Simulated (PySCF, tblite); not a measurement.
# H11O3PSi4, a small molecule taken as a stand-in for a surface group (silica-backed Si): NMR shifts, core binding energies and electronic excitations, part 2 of 2

tblite 0.8.0 and PySCF 2.14.0. Atoms count from 0, parts from 1.

### Step 5. Core holes by ΔSCF: SCAN, X2C

What the job is given:

```
{"job": {"kind": "xps", "holes": 5}, "charge": 0, "multiplicity": 1}
Si     2.554540    -0.646693    -0.399909
O      1.165881    -0.256956    -1.224461
Si    -0.451400    -0.003132    -1.041499
O     -0.678569     1.396426    -0.201916
Si    -0.300793     2.236989     1.179556
O     -1.116196    -1.245921    -0.188113
Si    -1.160636    -1.981055     1.300787
P     -1.390030     0.034648    -3.064872
H      2.598757    -2.113520    -0.128021
H      2.595370     0.091133     0.900597
H      3.724865    -0.255410    -1.232810
H      1.008330     2.934131     1.014943
H     -0.209270     1.295741     2.338402
H     -1.373566     3.237967     1.433745
H     -2.108378    -1.260302     2.200564
H      0.202575    -1.964963     1.916297
H     -1.609388    -3.389433     1.122908
H     -0.858317     1.329837    -3.350485
H     -2.614792     0.558290    -2.547630
```

Method: delta-SCF UKS SCAN, pcX-2 on the ionised atom, pcseg-1 elsewhere, spin-free X2C.

The log of the run:

```text
ground state, core basis on atom 1 (O), 218 functions
  cycle   1  E = -1734.51767521  |g| = 1.27e+00
  cycle   2  E = -1733.56759019  |g| = 2.53e+00
  cycle   3  E = -1734.79674581  |g| = 2.01e-01
  cycle   4  E = -1734.80529577  |g| = 1.17e-01
  cycle   5  E = -1734.80879662  |g| = 3.48e-02
  cycle   6  E = -1734.80897199  |g| = 1.68e-02
  cycle   7  E = -1734.80902963  |g| = 2.85e-03
  cycle   8  E = -1734.80903365  |g| = 4.00e-04
  E(ground) = -1734.96824983 Eh
hole in O 1s of atom 1
  cycle   1  E = -1714.20184749  |g| = 2.23e+00
  cycle   2  E = -1713.63152248  |g| = 2.25e+00
  cycle   3  E = -1714.96204871  |g| = 4.62e-01
  cycle   4  E = -1715.00178145  |g| = 3.04e-01
  cycle   5  E = -1715.03979060  |g| = 7.98e-02
  cycle   6  E = -1715.04177411  |g| = 2.79e-02
  cycle   7  E = -1715.04228008  |g| = 5.15e-03
  cycle   8  E = -1715.04229189  |g| = 2.84e-03
  cycle   9  E = -1715.04229485  |g| = 1.36e-03
  cycle  10  E = -1715.04229586  |g| = 3.59e-04
  E(ion) = -1715.20081161 Eh   <S^2> = 0.7619   hole on atom = 1.000   binding energy = 537.899 eV
ground state, core basis on atom 2 (Si), 229 functions
  cycle   1  E = -1734.88782150  |g| = 3.14e-01
  cycle   2  E = -1734.88197481  |g| = 2.20e-01
  cycle   3  E = -1734.88468618  |g| = 1.78e-01
  cycle   4  E = -1734.89056888  |g| = 2.92e-02
  cycle   5  E = -1734.89072785  |g| = 5.60e-03
  cycle   6  E = -1734.89073471  |g| = 1.39e-03
  cycle   7  E = -1734.89073363  |g| = 4.58e-04
  E(ground) = -1735.01095343 Eh
hole in Si 2p of atom 2
  cycle   1  E = -1730.56613937  |g| = 1.25e+00
  cycle   2  E = -1730.09979195  |g| = 1.41e+00
  cycle   3  E = -1730.80940451  |g| = 3.94e-01
  cycle   4  E = -1730.89698881  |g| = 1.01e-01
  cycle   5  E = -1730.90001913  |g| = 6.47e-02
  cycle   6  E = -1730.90166942  |g| = 1.81e-02
  cycle   7  E = -1730.90178510  |g| = 8.04e-03
  cycle   8  E = -1730.90180498  |g| = 3.16e-03
  cycle   9  E = -1730.90181172  |g| = 6.16e-04
  cycle  10  E = -1730.90181196  |g| = 2.49e-04
  E(ion) = -1731.03321050 Eh   <S^2> = 0.7523   hole on atom = 1.003   binding energy = 108.240 eV
  2p3/2 = 108.063 eV   2p1/2 = 108.689 eV
ground state, core basis on atom 3 (O), 218 functions
  cycle   1  E = -1734.80801196  |g| = 1.16e-01
  cycle   2  E = -1734.80506218  |g| = 1.46e-01
  cycle   3  E = -1734.80856972  |g| = 5.03e-02
  cycle   4  E = -1734.80899927  |g| = 6.77e-03
  cycle   5  E = -1734.80901266  |g| = 1.92e-03
  cycle   6  E = -1734.80901221  |g| = 5.97e-04
  cycle   7  E = -1734.80901252  |g| = 1.27e-04
  E(ground) = -1734.96813884 Eh
hole in O 1s of atom 3
  cycle   1  E = -1714.20217213  |g| = 2.23e+00
  cycle   2  E = -1713.55242528  |g| = 2.28e+00
  cycle   3  E = -1714.93957169  |g| = 4.91e-01
  cycle   4  E = -1714.99314076  |g| = 3.06e-01
  cycle   5  E = -1715.04134556  |g| = 7.68e-02
  cycle   6  E = -1715.04280285  |g| = 3.54e-02
  cycle   7  E = -1715.04351192  |g| = 5.09e-03
  cycle   8  E = -1715.04352365  |g| = 1.92e-03
  cycle   9  E = -1715.04352587  |g| = 1.33e-03
  cycle  10  E = -1715.04352387  |g| = 4.76e-04
  E(ion) = -1715.20228830 Eh   <S^2> = 0.7621   hole on atom = 1.000   binding energy = 537.856 eV
ground state, core basis on atom 5 (O), 218 functions
  cycle   1  E = -1734.80547867  |g| = 1.63e-01
  cycle   2  E = -1734.79521201  |g| = 2.71e-01
  cycle   3  E = -1734.80862363  |g| = 3.39e-02
  cycle   4  E = -1734.80879359  |g| = 1.61e-02
  cycle   5  E = -1734.80884133  |g| = 3.02e-03
  cycle   6  E = -1734.80884591  |g| = 7.20e-04
  cycle   7  E = -1734.80884508  |g| = 1.67e-04
  E(ground) = -1734.96828230 Eh
hole in O 1s of atom 5
  cycle   1  E = -1714.20178721  |g| = 2.23e+00
  cycle   2  E = -1713.63496735  |g| = 2.25e+00
  cycle   3  E = -1714.96141492  |g| = 4.61e-01
  cycle   4  E = -1715.00049176  |g| = 3.05e-01
  cycle   5  E = -1715.03846783  |g| = 7.97e-02
  cycle   6  E = -1715.04045963  |g| = 2.83e-02
  cycle   7  E = -1715.04096420  |g| = 5.68e-03
  cycle   8  E = -1715.04097259  |g| = 3.99e-03
  cycle   9  E = -1715.04098037  |g| = 1.18e-03
  cycle  10  E = -1715.04098124  |g| = 3.41e-04
  E(ion) = -1715.20096095 Eh   <S^2> = 0.7620   hole on atom = 1.000   binding energy = 537.896 eV
ground state, core basis on atom 7 (P), 229 functions
  cycle   1  E = -1734.88283482  |g| = 3.58e-01
  cycle   2  E = -1734.87635336  |g| = 2.19e-01
  cycle   3  E = -1734.87530926  |g| = 2.30e-01
  cycle   4  E = -1734.88539321  |g| = 1.91e-02
  cycle   5  E = -1734.88547540  |g| = 4.19e-03
  cycle   6  E = -1734.88547917  |g| = 2.02e-03
  cycle   7  E = -1734.88547881  |g| = 2.81e-04
  E(ground) = -1735.01822962 Eh
hole in P 2p of atom 7
  cycle   1  E = -1729.46526834  |g| = 1.38e+00
  cycle   2  E = -1725.77319906  |g| = 2.12e+00
  cycle   3  E = -1729.36238267  |g| = 7.77e-01
  cycle   4  E = -1729.83562139  |g| = 1.82e-01
  cycle   5  E = -1729.83931640  |g| = 1.96e-01
  cycle   6  E = -1729.85507460  |g| = 4.17e-02
  cycle   7  E = -1729.85556502  |g| = 2.42e-02
  cycle   8  E = -1729.85579803  |g| = 7.45e-03
  cycle   9  E = -1729.85582455  |g| = 2.40e-03
  cycle  10  E = -1729.85582703  |g| = 7.83e-04
  cycle  11  E = -1729.85582798  |g| = 4.09e-04
  E(ion) = -1729.99967922 Eh   <S^2> = 0.7536   hole on atom = 1.002   binding energy = 136.562 eV
  2p3/2 = 136.329 eV   2p1/2 = 137.220 eV
```

Run time: 59 s. Hardware: 1 thread of Intel Xeon 6975P-C, shared host; peak memory 1 GiB.

Binding energies by hole, beside the orbital energy of the ground state; the difference holds orbital relaxation and, for a density functional, its self-interaction error:

```csv
hole,stands for,environment,ΔSCF (eV; 2p as the shell's mean),−ε (eV),⟨S²⟩
O1s on O1,O1,oxygen bonded to 2 Si,537.90,516.7,0.762
Si2p on Si2,Si2,"silicon bonded to 3 O, P",108.27,97.8,0.752
O1s on O3,O3,oxygen bonded to 2 Si,537.86,516.7,0.762
O1s on O5,O5,oxygen bonded to 2 Si,537.90,516.7,0.762
P2p on P7,P7,"phosphorus bonded to Si, 2 H",136.63,125.7,0.754
```

With the spin-orbit splitting: Si2 2p3/2 108.06, 2p1/2 108.69 eV; P7 2p3/2 136.33, 2p1/2 137.22 eV. The table gives each 2p level as the mean over the whole 2p shell (two parts 2p3/2, one part 2p1/2), which differs a little from the single hole in the log.

### Step 6. Excited states and response: CAM-B3LYP/def2-SVPD

Same as in step 5 but for these lines:

```diff
@@ -1,2 +1,2 @@
-{"job": {"kind": "xps", "holes": 5}, "charge": 0, "multiplicity": 1}
+{"job": {"kind": "uv", "xc": "CAM-B3LYP", "basis": "def2-SVPD", "nstates": 6, "ntriplets": 2, "ip": true}, "charge": 0, "multiplicity": 1}
 Si     2.554540    -0.646693    -0.399909
```

With the program's defaults for keys left out, this is: TDDFT CAM-B3LYP/def2-SVPD, vertical, gas phase, core orbitals frozen in the response.

The log of the run:

```text
coarse grid: 18200 points
cycle   1  E = -1730.6997400363  dE =  4.958e-01  |g| = 1.166e+00  |ddm| = 7.271e+00
cycle   2  E = -1730.4951956466  dE =  2.045e-01  |g| = 1.582e+00  |ddm| = 4.527e+00
cycle   3  E = -1730.9561562114  dE = -4.610e-01  |g| = 7.111e-02  |ddm| = 2.041e+00
cycle   4  E = -1730.9574776949  dE = -1.321e-03  |g| = 2.838e-02  |ddm| = 3.440e-01
cycle   5  E = -1730.9577330959  dE = -2.554e-04  |g| = 4.618e-03  |ddm| = 1.566e-01
cycle   6  E = -1730.9577399615  dE = -6.866e-06  |g| = 1.001e-03  |ddm| = 1.712e-02
final grid: 152352 points
cycle   7  E = -1731.1942167790  dE = -1.134e-05  |g| = 1.847e-03  |ddm| = 8.139e-02
cycle   8  E = -1731.1942164848  dE =  2.942e-07  |g| = 2.393e-03  |ddm| = 9.903e-03
cycle   9  E = -1731.1942175100  dE = -1.025e-06  |g| = 1.516e-04  |ddm| = 2.927e-03
cycle  10  E = -1731.1942175160  dE = -6.009e-09  |g| = 8.890e-05  |ddm| = 6.584e-04
cycle  11  E = -1731.1942175176  dE = -1.653e-09  |g| = 3.245e-05  |ddm| = 2.624e-04
cycle  12  E = -1731.1942175179  dE = -2.346e-10  |g| = 5.684e-06  |ddm| = 6.443e-05
converged SCF energy = -1731.1942175179

Static polarisability (au): isotropic 136.359, principal 132.538 132.786 143.754

Singlet excitations
state   eV       nm        f      main configurations
  1   6.8399    181.3   0.06279   H->L 0.69, H->L+6 0.11
  2   6.8710    180.4   0.00886   H->L+8 0.48, H->L+2 0.38
  3   7.4163    167.2   0.15389   H-1->L 0.21, H->L+1 0.14, H->L+9 0.13
  4   7.4457    166.5   0.05729   H-1->L 0.56
  5   7.6438    162.2   0.02790   H-3->L 0.36, H-2->L 0.28
  6   7.6512    162.0   0.04771   H-3->L 0.31, H-2->L 0.29

Triplet excitations (Tamm-Dancoff, eV): 5.9126 5.9857
Vertical ionisation energy (delta-SCF) = 9.8372 eV
```

Run time: 4.2 min. Hardware: 1 thread of Intel Xeon 6975P-C, shared host; peak memory 2 GiB.

Frontier orbitals and where they lie:

```csv
orbital,eV,atoms
HOMO−3,-10.37,"O1 18 %, O5 14 %, Si0 12 %"
HOMO−2,-10.32,"O5 16 %, O3 12 %, Si6 9 %"
HOMO−1,-10.13,"O1 19 %, O3 17 %, O5 14 %"
HOMO,-9.01,"P7 66 %, Si2 10 %, H18 6 %"
LUMO,0.42,"Si2 14 %, Si6 10 %, Si0 10 %"
LUMO+1,0.98,"Si4 18 %, Si6 15 %, Si0 15 %"
LUMO+2,1.18,"Si0 18 %, Si6 17 %, P7 10 %"
```

With each of the 6 states as a Gaussian band of 0.4 eV half-width at 1/e, the curve within the window shown has maxima at 166 nm (ε 11,000) L/(mol cm). Beyond the last state computed it falls off for lack of states. The curve at chosen wavelengths:

nm, ε (L/mol/cm) and a bar:
```
      156       3240 ########
      158       5128 #############
      159       6179 ################
      161       8271 ######################
      163      10002 ###########################
      164      10613 ############################
      166      11188 ##############################
      168      10894 #############################
      169      10476 ############################
      171       9292 #########################
      173       7924 #####################
      174       7260 ###################
      176       6079 ################
      178       5135 #############
      180       4390 ###########
      181       4068 ##########
      183       3477 #########
      185       2917 #######
      186       2642 ######
      188       2108 #####
      190       1613 ###
      191       1388 ###
      193        995 ##
      195        682 #
      196        556 #
      198        358
```

Ground-state properties from the same run:

```csv
property,computed
dipole moment (D),1.37
polarisability (Å³),20.21
HOMO–LUMO gap (eV),9.44
−ε(HOMO) (eV),9.01
```

### Step 7. Results

The summary covers parts 1 to 2.

| quantity | value |
| --- | --- |
| point group | C1 |
| rotational constants (main isotopes) | 0.70, 0.62, 0.62 GHz |
| 1H shifts against TMS (PBE0/pcSseg-1) | 5.26, 5.24, 5.22, 5.17, 5.16, 5.15, 5.01, 4.99, 4.97, 1.59, 1.58 ppm |
| 29Si shifts against TMS (PBE0/pcSseg-1) | -38.9, -39.0, -39.7, -44.1 ppm |
| 17O shifts against H2O (PBE0/pcSseg-1) | 70.6, 64.8, 64.3 ppm |
| 31P shifts against H3PO4 (PBE0/pcSseg-1) | -285.0 ppm |
| surface potential, 1st and 99th percentile | -0.88 V and 1.54 V |
| O1s binding energies, SCAN/pcX-2 | O1 537.90, O5 537.90, O3 537.86 eV |
| Si2p binding energies, SCAN/pcX-2 (standing for 1 of 4 atoms) | Si2 108.27 eV |
| P2p binding energies, SCAN/pcX-2 | P7 136.63 eV |
| lowest singlet (CAM-B3LYP/def2-SVPD) | 6.84 eV (181 nm), f = 0.063 |
| brightest single state of those computed | state 3, 7.42 eV, f = 0.154 |
| lowest triplet | 5.91 eV |
| vertical ionisation energy (ΔSCF) | 9.84 eV |

Over 5 steps the energy fell by 0.500 eV; of the close pairs, Si0–H8 changed most, 1.434 to 1.492 Å (PBE0/def2-SVP). No frequency check was run at this level, so the end point may be a saddle. At PBE0/pcSseg-1, counted by nearest atom on the grid, the HOMO lies on P7 66 %; H17, H18 about 8 % each, the LUMO on O1, O3, O5 about 7 % each; 7 H atoms about 6 % each. The O1s levels computed lie within 0.04 eV of one another, too close to rank. The lowest singlet, at 6.84 eV, is HOMO→LUMO 0.69, HOMO→LUMO+6 0.11 and is bright; of the 6 states computed, the strongest absorption comes from states 3 to 4 together at 7.42 eV. The lowest triplet lies 0.93 eV below the lowest singlet (triplets in Tamm-Dancoff, singlets in full TDDFT). ΔSCF puts the ionisation energy at 9.84 eV, 0.83 eV above −ε(HOMO). A capped cluster stands for the solid here, so long-range fields and strain are missing, and bands or shifts of the capping hydrogens have no counterpart in it.
